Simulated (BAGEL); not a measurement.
# CH6GaSi (SMILES [CH3][Ga][SiH3]) at UHF/cc-pVDZ (density fitting with qzvpp-jkfit)

What is the energy change on altering one bond length of CH6GaSi at UHF/cc-pVDZ (density fitting with qzvpp-jkfit)? 

The results are computed with BAGEL 1.2.2.

5 further runs of the same task are left out: 3 that didn't finish, 2 set aside as unsound or not needed.

### 1 Starting point

The species is CH6GaSi (9 atoms), meant as a doublet with charge 0. SMILES: `[CH3][Ga][SiH3]`. The shape is that of a PBE0-D4/def2-TZVP optimisation.

Bond lengths: C1–Ga2 1.991 Å, Ga2–Si3 2.454 Å, C1–H4 1.094 Å, C1–H5 1.089 Å, C1–H6 1.094 Å, Si3–H7 1.491 Å, Si3–H8 1.494 Å, Si3–H9 1.491 Å. Some angles: C1–Ga2–Si3 122.9°, Ga2–C1–H4 108.9°, Ga2–C1–H5 112.9°, Ga2–C1–H6 108.9°, Ga2–Si3–H7 108.6°, Ga2–Si3–H8 116.8°, Ga2–Si3–H9 108.5°, H4–C1–H5 109.1°, H4–C1–H6 107.7°, H5–C1–H6 109.1°.

### 2 The energy at UHF/cc-pVDZ (density fitting with qzvpp-jkfit)

The input, input.json:

```json
{ "bagel" : [

{
  "title" : "molecule",
  "basis" : "cc-pvdz.json",
  "df_basis" : "qzvpp-jkfit",
  "angstrom" : true,
  "geometry" : [
    { "atom" : "C", "xyz" : [   -0.932500,    1.329700,   -1.144900 ] },
    { "atom" : "Ga", "xyz" : [    0.722200,    0.829100,   -0.157900 ] },
    { "atom" : "Si", "xyz" : [    0.944900,   -1.267800,    1.096800 ] },
    { "atom" : "H", "xyz" : [   -1.150000,    0.556100,   -1.887900 ] },
    { "atom" : "H", "xyz" : [   -0.852800,    2.293700,   -1.646200 ] },
    { "atom" : "H", "xyz" : [   -1.769800,    1.360000,   -0.440700 ] },
    { "atom" : "H", "xyz" : [    2.116100,   -2.019800,    0.562300 ] },
    { "atom" : "H", "xyz" : [   -0.230700,   -2.189400,    1.080800 ] },
    { "atom" : "H", "xyz" : [    1.241100,   -0.937900,    2.520500 ] }
  ]
},
{
  "title" : "uhf",
  "nopen" : 1
},
{
  "title" : "print",
  "file" : "orbitals.molden",
  "orbitals" : true
}

]}
```

The basis set cc-pVDZ is read from a file made from the Basis Set Exchange's data (not shown).

Launch:

```bash
BAGEL_NUM_THREADS=1 BAGEL input.json > input.out
```

The program printed:

```text
* using 1 threads per process

  ===============================================================
  ===============================================================

  *** Geometry ***

  { "atom" : "C", "xyz" : [     -1.762170,      2.512769,     -2.163547 ] },
  { "atom" : "Ga", "xyz" : [      1.364760,      1.566772,     -0.298388 ] },
  { "atom" : "Si", "xyz" : [      1.785602,     -2.395795,      2.072652 ] },
  { "atom" : "H", "xyz" : [     -2.173185,      1.050877,     -3.567614 ] },
  { "atom" : "H", "xyz" : [     -1.611558,      4.334465,     -3.110867 ] },
  { "atom" : "H", "xyz" : [     -3.344437,      2.570028,     -0.832802 ] },
  { "atom" : "H", "xyz" : [      3.998849,     -3.816869,      1.062593 ] },
  { "atom" : "H", "xyz" : [     -0.435960,     -4.137366,      2.042416 ] },
  { "atom" : "H", "xyz" : [      2.345339,     -1.772374,      4.763055 ] },

  Number of auxiliary basis functions:      577

  Since a DF basis is specified, we compute 2- and 3-index integrals:
    o Being stored without compression. Storage requirement is 0.037 GB

  Number of basis functions:       89
  Number of electrons      :       57

    * METHOD: MOLECULE                             0.79

  *** Open-shell HF ***

  === Nuclear Repulsion ===
   221.7518236190

      * DIIS with orbital gradients will be used.

  === UHF iteration (cc-pvdz.json) ===
      0      -2253.31511292          0.02455878           0.34
      1      -2253.44201388          0.01245200           0.27
      2      -2253.46757388          0.00580217           0.26
      3      -2253.47430350          0.00127232           0.27
      4      -2253.47574654          0.00029763           0.26
      5      -2253.47591531          0.00012289           0.28
      6      -2253.47596126          0.00004304           0.28
      7      -2253.47597070          0.00001962           0.28
      8      -2253.47597321          0.00000715           0.27
      9      -2253.47597337          0.00000285           0.25
     10      -2253.47597340          0.00000135           0.25
     11      -2253.47597341          0.00000054           0.24
     12      -2253.47597342          0.00000023           0.22
     13      -2253.47597342          0.00000010           0.23
     14      -2253.47597342          0.00000005           0.24
     15      -2253.47597342          0.00000003           0.23
     16      -2253.47597342          0.00000001           0.27
     17      -2253.47597342          0.00000001           0.27
    * SCF iteration converged.

    * S^2 (UHF) is 0.7583

    * Permanent dipole moment:
           (    0.227606,    -0.285526,     0.257565) a.u.

    * METHOD: UHF                                  5.19

    * METHOD: PRINT                                0.02

  ===============================================================
```

Wall time 6.3 s (1 thread of Intel Xeon Platinum 8375C at 2.90GHz (Ice Lake), shared host); peak memory 0.16 GiB.

### 3 The distorted shape at the same level

The input, input.json:

```json
{ "bagel" : [

{
  "title" : "molecule",
  "basis" : "cc-pvdz.json",
  "df_basis" : "qzvpp-jkfit",
  "angstrom" : "true",
  "geometry" : [
    { "atom" : "C", "xyz" : [      -0.806868,       1.325154,      -1.250561 ] },
    { "atom" : "Ga", "xyz" : [       0.847832,       0.824554,      -0.263561 ] },
    { "atom" : "Si", "xyz" : [       1.070532,      -1.272346,       0.991139 ] },
    { "atom" : "H", "xyz" : [      -1.024368,       0.551554,      -1.993561 ] },
    { "atom" : "H", "xyz" : [      -0.727168,       2.289154,      -1.751861 ] },
    { "atom" : "H", "xyz" : [      -1.769800,       1.360000,      -0.440700 ] },
    { "atom" : "H", "xyz" : [       2.241732,      -2.024346,       0.456639 ] },
    { "atom" : "H", "xyz" : [      -0.105068,      -2.193946,       0.975139 ] },
    { "atom" : "H", "xyz" : [       1.366732,      -0.942446,       2.414839 ] }
  ]
},

{
  "title" : "uhf",
  "nopen" : 1
},

{
  "title" : "print",
  "file" : "orbitals.molden",
  "orbitals" : "true"
}

]}
```

The basis set cc-pVDZ is read from a file made from the Basis Set Exchange's data (not shown).

Launch:

```bash
BAGEL_NUM_THREADS=1 BAGEL input.json > input.out
```

The program printed:

```text
* using 1 threads per process

  ===============================================================
  ===============================================================

  *** Geometry ***

  { "atom" : "C", "xyz" : [     -1.524760,      2.504178,     -2.363218 ] },
  { "atom" : "Ga", "xyz" : [      1.602170,      1.558181,     -0.498058 ] },
  { "atom" : "Si", "xyz" : [      2.023012,     -2.404385,      1.872981 ] },
  { "atom" : "H", "xyz" : [     -1.935775,      1.042286,     -3.767284 ] },
  { "atom" : "H", "xyz" : [     -1.374148,      4.325874,     -3.310537 ] },
  { "atom" : "H", "xyz" : [     -3.344437,      2.570028,     -0.832802 ] },
  { "atom" : "H", "xyz" : [      4.236260,     -3.825460,      0.862923 ] },
  { "atom" : "H", "xyz" : [     -0.198550,     -4.145957,      1.842746 ] },
  { "atom" : "H", "xyz" : [      2.582749,     -1.780965,      4.563384 ] },

  Number of auxiliary basis functions:      577

  Since a DF basis is specified, we compute 2- and 3-index integrals:
    o Being stored without compression. Storage requirement is 0.037 GB

  Number of basis functions:       89
  Number of electrons      :       57

    * METHOD: MOLECULE                             0.45

  *** Open-shell HF ***

  === Nuclear Repulsion ===
   221.0339598357

      * DIIS with orbital gradients will be used.

  === UHF iteration (cc-pvdz.json) ===
      0      -2253.31029167          0.02283759           0.27
      1      -2253.43041015          0.01185737           0.25
      2      -2253.45471383          0.00572647           0.27
      3      -2253.46150845          0.00127161           0.27
      4      -2253.46293759          0.00029186           0.26
      5      -2253.46309754          0.00011783           0.24
      6      -2253.46314106          0.00004078           0.24
      7      -2253.46314977          0.00001869           0.23
      8      -2253.46315218          0.00000699           0.25
      9      -2253.46315236          0.00000296           0.23
     10      -2253.46315239          0.00000163           0.25
     11      -2253.46315240          0.00000078           0.24
     12      -2253.46315240          0.00000046           0.22
     13      -2253.46315240          0.00000028           0.26
     14      -2253.46315240          0.00000017           0.26
     15      -2253.46315240          0.00000008           0.26
     16      -2253.46315240          0.00000004           0.24
     17      -2253.46315240          0.00000002           0.24
     18      -2253.46315240          0.00000001           0.24
    * SCF iteration converged.

    * S^2 (UHF) is 0.7584

    * Permanent dipole moment:
           (    0.173187,    -0.270340,     0.275752) a.u.

    * METHOD: UHF                                  5.05

    * METHOD: PRINT                                0.03

  ===============================================================
```

It took 6 s on 1 thread of Intel Xeon Platinum 8375C at 2.90GHz (Ice Lake), shared host; peak memory 0.16 GiB.

### 4 What came out

At UHF/cc-pVDZ (density fitting with qzvpp-jkfit):

| quantity | value |
| --- | --- |
| first shape: total energy | -2253.47597 Eh |
| first shape: dipole moment | 1.14 D |
| first shape: ⟨S²⟩ | 0.758 |
| distorted shape: total energy | -2253.46315 Eh |
| distorted shape: dipole moment | 1.08 D |
| distorted shape: ⟨S²⟩ | 0.758 |
| energy change with the C1–H6 bond stretched from 1.094 to 1.259 Å | 0.349 eV |

In words: With the C1–H6 bond stretched from 1.094 to 1.259 Å the energy rises by 0.35 eV (8.0 kcal/mol). The first shape isn't relaxed at this level, so the change isn't measured from a minimum.
